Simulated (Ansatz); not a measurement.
# BBrH2S: functionals against CCSD(T) at one geometry

An exercise on one series of results from a longer session: the logs are not shown, and one member is left open.

Method: single points in def2-TZVPP; program: Ansatz 0.2.0, Gaussian basis.

Cores are frozen in the correlated methods. Filled d shells of the heavier atoms are correlated.

### The starting structure

5 atoms, charge 0, spin multiplicity 1.

Atoms are counted from 1 here; the program's logs count them from 0.

Bond lengths: B1–S3 1.692 Å, B1–H5 1.214 Å. Angles: S3–B1–H5 136.6°.

Geometry (Å):

```xyz
5
BBrH2S
B    -0.48480   -0.05380    0.51350
Br   -0.28050   -0.13620   -1.80360
S     1.10870    0.16310    1.04010
H     1.27140    0.10680   -0.67550
H    -1.58260   -0.11420    1.02720
```

The first run:

run/in.yaml reads:

```yaml
crystal:
  periodic: [false, false, false]
  atoms:
    - {symbol: B, position_ang: [-0.484800, -0.053800, 0.513500]}
    - {symbol: Br, position_ang: [-0.280500, -0.136200, -1.803600]}
    - {symbol: S, position_ang: [1.108700, 0.163100, 1.040100]}
    - {symbol: H, position_ang: [1.271400, 0.106800, -0.675500]}
    - {symbol: H, position_ang: [-1.582600, -0.114200, 1.027200]}
basis:
  gaussian: {orbitals: def2-TZVPP}
correlation: {method: ccsd_t}
output: {forces: true}
```

The command line of these runs was not kept.

Among the steps run: CCSD(T)/def2-TZVPP; PBE0-D4/def2-TZVPP; wB97M-V/def2-TZVPP; r2SCAN-D4/def2-TZVPP; PBE-D4/def2-TZVPP; r2SCAN0-D4/def2-TZVPP; revPBE-D4/def2-TZVPP.

One table of the session follows, with a row left open; its other results are not shown here.

```
    method  RMS force component (eV/Å)  angle to CCSD(T) forces (°)  dipole (D)
   CCSD(T)                       1.075                    reference        0.76
   PBE0-D4                       0.999                          6.7        0.65
   wB97M-V                       1.029                          8.1        0.82
 r2SCAN-D4                       0.931                          4.0        0.59
    PBE-D4                           ?                            ?           ?
r2SCAN0-D4                       1.013                          8.8        0.71
 revPBE-D4                       0.913                          6.1        0.50
```

**Question.** Estimate the row for PBE-D4.

**Answer.** RMS force component (eV/Å): 0.900; angle to CCSD(T) forces (°): 4.1; dipole (D): 0.49. In the column «RMS force component (eV/Å)» it is the lowest.
